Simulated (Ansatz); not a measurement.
## C2H3BrGe, SMILES Br[C]1=[CH][GeH2]1: a single point in a Gaussian basis

Run with Ansatz's Python interface.

`c2h3brge.py`
```python
'''Single point of C2H3BrGe.'''

from pathlib import Path

import ansatz as az
from ase import Atoms
import numpy as np


def main() -> None:
    atoms = Atoms(['Br', 'C', 'C', 'Ge', 'H', 'H', 'H'], positions=[
        (-1.6676, -2.1773, 0.2485),
        (-0.4037, -0.7554, 0.1583),
        (0.9211, -0.3333, 0.483),
        (0.077, 0.9401, -0.3928),
        (1.9006, -0.6009, 0.9441),
        (-0.8478, 1.9335, 0.4476),
        (0.0815, 0.9254, -1.9344),
    ])
    mol = az.Crystal.molecule_from_ase(atoms)

    base = mol.calculation()
    base = base.basis(gaussian='def2-SVPD')
    base = base.functional('b3lyp')
    base = base.forces().orbitals()
    outcome = base.run(threads=1, backend='cpu', runs_dir='c2h3brge_runs')
    summary = outcome.report

    print(f'E = {summary["free_energy_ev"]:.6f} eV = {summary["free_energy_ev"] / 27.211386246:.7f} Ha')
    print('converged:', summary['converged'], ' doubts:', summary['published_state_doubts'] or 'none')

    symbols = [site.symbol for site in mol.cartesian_sites]
    forces = np.array(summary['forces_ev_ang'])
    print('largest force', round(float(np.linalg.norm(forces, axis=1).max()), 4), 'eV/A, rms', round(float(np.sqrt((forces ** 2).mean())), 4))

    charges = summary['charge_distribution']
    print('dipole moment', round(4.803205 * float(np.linalg.norm(charges['dipole_moment_e_ang'])), 3), 'D')
    print('Mulliken:', [(s, round(q, 3)) for s, q in zip(symbols, charges['mulliken_charges_e'])])

    lines = Path(summary['orbitals_path']).read_text().splitlines()
    field_of = lambda key: [line.split('=')[1].strip() for line in lines if line.startswith(key)]
    orbitals = [(27.211386 * float(e), s, float(n)) for e, s, n in zip(field_of('Ene='), field_of('Spin='), field_of('Occup='))]
    homo = max(e for e, _, n in orbitals if n > 0.5)
    lumo = min(e for e, _, n in orbitals if n < 0.5)
    for e, spin, n in sorted(orbitals):
        if homo - 15 < e < lumo + 5:
            print(f'{spin:6s} {e:10.3f} eV  occupation {n:.0f}')


if __name__ == '__main__':
    main()
```

```console
$ python c2h3brge.py
E = -128668.765582 eV = -4728.4899203 Ha
converged: True  doubts: none
largest force 5.9548 eV/A, rms 1.9406
dipole moment 1.664 D
Mulliken: [('Br', -0.256), ('C', 0.396), ('C', 0.157), ('Ge', -0.147), ('H', -0.287), ('H', 0.06), ('H', 0.077)]
Alpha     -21.073 eV  occupation 2
Alpha     -14.999 eV  occupation 2
Alpha     -14.157 eV  occupation 2
Alpha     -12.443 eV  occupation 2
Alpha     -10.625 eV  occupation 2
Alpha      -9.724 eV  occupation 2
Alpha      -8.982 eV  occupation 2
Alpha      -8.594 eV  occupation 2
Alpha      -7.206 eV  occupation 2
Alpha      -7.137 eV  occupation 2
Alpha      -1.490 eV  occupation 0
Alpha      -1.363 eV  occupation 0
Alpha      -0.333 eV  occupation 0
Alpha       0.384 eV  occupation 0
Alpha       0.841 eV  occupation 0
Alpha       1.064 eV  occupation 0
Alpha       1.651 eV  occupation 0
Alpha       1.711 eV  occupation 0
Alpha       1.796 eV  occupation 0
Alpha       2.071 eV  occupation 0
Alpha       2.643 eV  occupation 0
Alpha       2.968 eV  occupation 0
Alpha       2.992 eV  occupation 0
```

Caveats:
- Total energies depend on the basis set; only differences at equal settings carry meaning.
- The geometry is a force-field or estimated start, not a minimum of this method, and the basis set is short of its limit.
- Alpha marks a spatial orbital of a restricted run, filled by both spins.
- b3lyp holds the VWN-RPA fit, as in Gaussian; the form of ORCA and Turbomole is b3lyp5.
- Levels such as HOMO and LUMO are orbital energies: with these approximate functionals they aren't the ionisation energy and electron affinity, and their gap isn't the fundamental gap.
- Mulliken charges are unreliable in a basis with diffuse functions.
- Finished in 8.7 s on 1 thread of Arm Neoverse V2, with other jobs on the host, peak memory 0.45 GiB.

(A comment or docstring line of the script was reworded after the run, the code is as it ran; lines on the test bed's own set-up are left out of the output.)
